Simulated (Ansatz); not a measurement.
# BH2Br (SMILES [H]B([H])Br) at HF/STO-3G

Aim: the electronic atomisation energy of BH2Br at HF/STO-3G, from 4 runs. 

The calculation is run with Ansatz 0.2.0.

51 further runs of the same task are left out: 2 that didn't finish, 49 set aside as unsound or not needed.

**1. The molecule**

BH2Br: 4 atoms, total charge 0, spin state singlet. As SMILES, `[H]B([H])Br`. The coordinates come from a GFN2-xTB relaxation.

Bond lengths: B1–Br4 1.842 Å, B1–H2 1.170 Å, B1–H3 1.170 Å. Angles: H2–B1–Br4 119.1°, H3–B1–Br4 119.1°, H2–B1–H3 121.9°.

**2. A single-point energy at HF/STO-3G**

in.yaml reads:

```yaml
crystal:
  periodic: [false, false, false]
  atoms:
    - {symbol: B, position_ang: [0.091040, 0.150920, -0.000430]}
    - {symbol: H, position_ang: [1.259830, 0.109070, 0.015270]}
    - {symbol: H, position_ang: [-0.490130, 1.165750, -0.019120]}
    - {symbol: Br, position_ang: [-0.860740, -1.425740, 0.004280]}
basis:
  gaussian: {orbitals: STO-3G}
hamiltonian: {xc: hf}
accuracy: high
```

Started as:

```bash
$ ansatz run in.yaml --threads 1 --pin off --max-ram 2610MiB --events-out events.jsonl --progress --plain --runs-dir runs
```

Standard output:

```text
Warning: RAYON_NUM_THREADS=1 ignored (pool sized by the plan → 1); use --threads N
Functional definition: HF
  name "HF"
  exchange = exact_x
  correlation = 0
344 factors; integrals over basis functions are off by at most 1.9e-8 eV
mean field evaluation 1: about -69937.9031 eV, gradient 1.6e1 eV
mean field evaluation 2: about -69937.9323 eV, gradient 1.6e1 eV
mean field evaluation 4: about -69939.1503 eV, gradient 9.0e-1 eV
mean field evaluation 8: about -69939.1542 eV, gradient 3.4e-6 eV
mean field -69939.15423703 eV, -2570.2165117493 hartree, gradient 5.9e-8 eV, S^2 0.000000; 0 other end points of the search recorded, 0 dependent functions left out
reference -69939.15423703 eV, -2570.2165117493 hartree; 21, 21 occupied and 4, 4 virtual orbitals, 344 factors
Total energy: -69939.15423703 eV, -2570.2165117493 hartree
```

Run time: 0.16 s. Hardware: 1 thread of Arm Neoverse V1, shared host.

**3. The B atom, same level**

molecule.yaml reads:

```yaml
crystal:
  periodic: [false, false, false]
  atoms:
    - {symbol: B, position_ang: [0.000000, 0.000000, 0.000000]}
basis:
  gaussian: {orbitals: STO-3G}
accuracy: high
hamiltonian: {xc: hf}
magnetization: {spin_polarized: true, initial_magnetization: 1}
```

Started as:

```bash
$ ansatz run molecule.yaml --threads 1 --pin off --max-ram 2610MiB --events-out events.jsonl --progress --plain --runs-dir runs
```

Standard output:

```text
Warning: RAYON_NUM_THREADS=1 ignored (pool sized by the plan → 1); use --threads N
[... 4 set-up lines as earlier in the session ...]
15 factors; integrals over basis functions are off by at most 8.9e-10 eV
mean field evaluation 1: about -657.1275 eV, gradient 2.3e-14 eV
mean field evaluation 2: about -655.6556 eV, gradient 5.8e0 eV
mean field evaluation 4: about -656.3328 eV, gradient 3.7e0 eV
mean field evaluation 8: about -657.1193 eV, gradient 1.7e-1 eV
mean field evaluation 16: about -655.6556 eV, gradient 5.8e0 eV
mean field -657.12745801 eV, -24.1489886649 hartree, gradient 0.0e0 eV, S^2 0.750000; 3 other end points of the search recorded, 0 dependent functions left out
reference -657.12745801 eV, -24.1489886649 hartree; 3, 2 occupied and 2, 3 virtual orbitals, 15 factors
Total energy: -657.12745801 eV, -24.1489886649 hartree
```

It took 0.04 s on 1 thread of Arm Neoverse V1, shared host.

**4. The Br atom, same level**

in.yaml reads:

```yaml
crystal:
  periodic: [false, false, false]
  atoms:
    - {symbol: Br, position_ang: [0.000000, 0.000000, 0.000000]}
basis:
  gaussian: {orbitals: STO-3G}
hamiltonian: {xc: hf}
accuracy: high
magnetization: {spin_polarized: true, initial_magnetization: 1}
```

Run the same way, it converges to -2544.63678 Eh (log not shown).

**5. The H atom at the same level**

run.yaml reads:

```yaml
crystal:
  periodic: [false, false, false]
  atoms:
    - {symbol: H, position_ang: [0.000000, 0.000000, 0.000000]}
basis:
  gaussian:
    orbitals: STO-3G
accuracy: high
hamiltonian:
  xc: hf
magnetization:
  spin_polarized: true
  initial_magnetization: 1
```

Started as:

```bash
$ ansatz run run.yaml --threads 1 --pin off --max-ram 2610MiB --events-out events.jsonl --progress --plain --runs-dir runs
```

Standard output:

```text
Warning: RAYON_NUM_THREADS=1 ignored (pool sized by the plan → 1); use --threads N
[... 4 set-up lines as earlier in the session ...]
1 factors; integrals over basis functions are off by at most 4.6e-10 eV
mean field evaluation 1: about -12.6963 eV, gradient 0.0e0 eV
mean field evaluation 2: about -12.6963 eV, gradient 0.0e0 eV
mean field -12.69633895 eV, -0.4665818504 hartree, gradient 0.0e0 eV, S^2 0.750000; 0 other end points of the search recorded, 0 dependent functions left out
reference -12.69633895 eV, -0.4665818504 hartree; 1, 0 occupied and 0, 1 virtual orbitals, 1 factors
Total energy: -12.69633895 eV, -0.4665818504 hartree
```

It took 0.04 s on 1 thread of Arm Neoverse V1, shared host.

**6. Outcome**

At HF/STO-3G:

| quantity | value |
| --- | --- |
| molecule: total energy | -2570.21651 Eh |
| B atom: total energy | -24.14899 Eh |
| B atom: ⟨S²⟩ | 0.750 |
| Br atom: total energy | -2544.63678 Eh |
| Br atom: ⟨S²⟩ | 0.750 |
| H atom: total energy | -0.46658 Eh |
| H atom: ⟨S²⟩ | 0.750 |
| electronic atomisation energy | 13.540 eV |

**Reading.** Taking the molecule apart into free atoms costs 13.54 eV (1306 kJ/mol), before zero-point energy and without spin-orbit coupling. Hartree–Fock lacks the correlation of the bonding pairs, which as a rule makes this value much too low; in minimal bases other errors can mask that. In a minimal basis such a difference can be off by several eV, whatever the method.
